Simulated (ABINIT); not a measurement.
An input for ABINIT 10.8.3 (patched build) (ZrB):

run.abi

```
ndtset 2

pp_dirpath "./"
pseudos "Zr.GGA_PBE-JTH.xml, B.GGA_PBE-JTH.xml"

structure "poscar:POSCAR"
natom 2

ecut 16.0
pawecutdg 32.0

ixc 11

nstep 60

iomode 3
prteig 0
prtebands 0
prtwf 0

kptopt1 1
ngkpt1 7 7 7
nshiftk1 1
shiftk1 0.0 0.0 0.0
nband1 12
occopt1 3
tsmear1 0.05 eV
tolvrs1 1.0e-10
prtden1 1

positron2 1
ixcpositron2 3
kptopt2 0
nkpt2 1
kpt2 0.0 0.0 0.0
nband2 1
occopt2 2
occ2 1.0
posocc2 1.0
toldfe2 1.0e-7
nline2 10
nnsclo2 2
optforces2 0
optstress2 0
prtden2 0
```

File POSCAR:

```
ZrB
1.0
    0.0000000000      2.3250000000      2.3250000000
    2.3250000000      0.0000000000      2.3250000000
    2.3250000000      2.3250000000      0.0000000000
Zr B
1 1
Direct
    0.0000000000      0.0000000000      0.0000000000  Zr
    0.5000000000      0.5000000000      0.5000000000  B
```

Potentials or basis: JTH PAW PBE v2.0.

Launch:

```console
$ abinit run.abi > log 2>&1
```

Problem. What does the program do with it?

Solution. The run stopped without a result. It printed:

run.abo:

```text
.Version 10.8.3 of ABINIT
 DATASET    1 : space group Fm -3 m (#225); Bravais cF (face-center cubic)
================================================================================
 Values of the parameters that define the memory need for DATASET  1.
     intxc =       0    ionmov =       0      iscf =      17    lmnmax =      18
     lnmax =       6     mgfft =      24  mpssoang =       3    mqgrid =    3001
     natom =       2  nloc_mem =       2    nspden =       1   nspinor =       1
    nsppol =       1      nsym =      48    n1xccc =       1    ntypat =       2
    occopt =       3   xclevel =       2
       mpw =         531          nfft =       13824          nkpt =          20
[... 343 lines left out ...]

--- !BeginCycle
iteration_state: {dtset: 2, }
solver: {iscf: 17, nstep: 60, nline: 10, wfoptalg: 10, }
tolerances: {toldfe: 1.00E-07, }
...

     iter   Etot(hartree)      deltaE(h)  residm     nres2

--- !ERROR
message: |
    Cannot find file: runi_DS2_DEN
...
```
